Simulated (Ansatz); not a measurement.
# ClFHO₂Ta: basis-set convergence

An exercise on one series of results from a longer session: the logs are not shown, and one member is left open.

Computed with Ansatz 0.2.0, Gaussian basis. Level: one geometry, several basis sets.

Levels to be run: PBE0-D4/def2-SVP; ωB97M-V/def2-SVP; PBE0-D4/def2-QZVPP; ωB97M-V/def2-QZVPP; the functionals' def2-TZVPP values are taken from earlier runs.

## Structure used throughout

All runs share one geometry, relaxed beforehand with PBE0-D4 in a triple-zeta def2 set. Ta takes the def2 core potential; no spin-orbit term is included.

SMILES `[O]=[Ta]([OH])([F])[Cl]`, 6 atoms, charge 0, spin multiplicity 1.

Atoms are counted from 1 here; the program's logs count them from 0.

Bond lengths: O1–Ta2 1.709 Å, Ta2–O3 1.890 Å, Ta2–F4 1.873 Å, Ta2–Cl5 2.301 Å, O3–H6 0.959 Å. Angles: O1–Ta2–O3 105.5°, O1–Ta2–F4 108.7°, O1–Ta2–Cl5 109.4°, O3–Ta2–F4 111.2°, O3–Ta2–Cl5 111.3°, F4–Ta2–Cl5 110.5°, Ta2–O3–H6 131.7°.

Coordinates:

```xyz
6
charge 0, multiplicity 1
O    -1.8333   -0.3816    0.6691
Ta   -0.3985    0.0062   -0.1739
O     1.0149   -0.5293    0.9607
F    -0.3728   -0.9478   -1.7851
Cl   -0.3350    2.2713   -0.5754
H     1.9669   -0.4829    0.8583
```

The first run:

File in.yaml:

```yaml
crystal:
  periodic: [false, false, false]
  atoms:
    - {symbol: O, position_ang: [-1.833346, -0.381557, 0.669144]}
    - {symbol: Ta, position_ang: [-0.398517, 0.006233, -0.173889]}
    - {symbol: O, position_ang: [1.014884, -0.529296, 0.960738]}
    - {symbol: F, position_ang: [-0.372773, -0.947769, -1.785092]}
    - {symbol: Cl, position_ang: [-0.335036, 2.271306, -0.575362]}
    - {symbol: H, position_ang: [1.966888, -0.482918, 0.858261]}
basis:
  gaussian: {orbitals: def2-SVP}
hamiltonian: {xc: pbe0, dispersion: d4}
output: {orbitals: {seedname: orbitals}}
```

Launch:

```sh
$ ansatz run in.yaml --threads 4 --pin off --events-out ev --progress --plain --max-ram 10444MiB
```

Steps of the session up to this table: PBE0-D4 in def2-SVP; ωB97M-V in def2-SVP; PBE0-D4 in def2-QZVPP; ωB97M-V in def2-QZVPP.

One of the session's tables, all rows but one given; the rest of the session is left out.

It belongs to the step «Functionals by basis». 

| functional | basis | HOMO (eV) | LUMO (eV) |
| --- | --- | --- | --- |
| PBE0-D4 | def2-SVP | -9.44 | -1.76 |
| PBE0-D4 | def2-TZVPP | -9.46 | -1.82 |
| PBE0-D4 | def2-QZVPP | -9.48 | -1.85 |
| ωB97M-V | def2-SVP | ? | ? |
| ωB97M-V | def2-TZVPP | -11.74 | 0.35 |
| ωB97M-V | def2-QZVPP | -11.78 | 0.18 |

Q: Estimate the row for ωB97M-V, def2-SVP from the others.

The run gave: HOMO (eV): -11.69; LUMO (eV): 0.43. In the column «HOMO (eV)» it lies between ωB97M-V, def2-TZVPP (-11.74) and PBE0-D4, def2-QZVPP (-9.48).
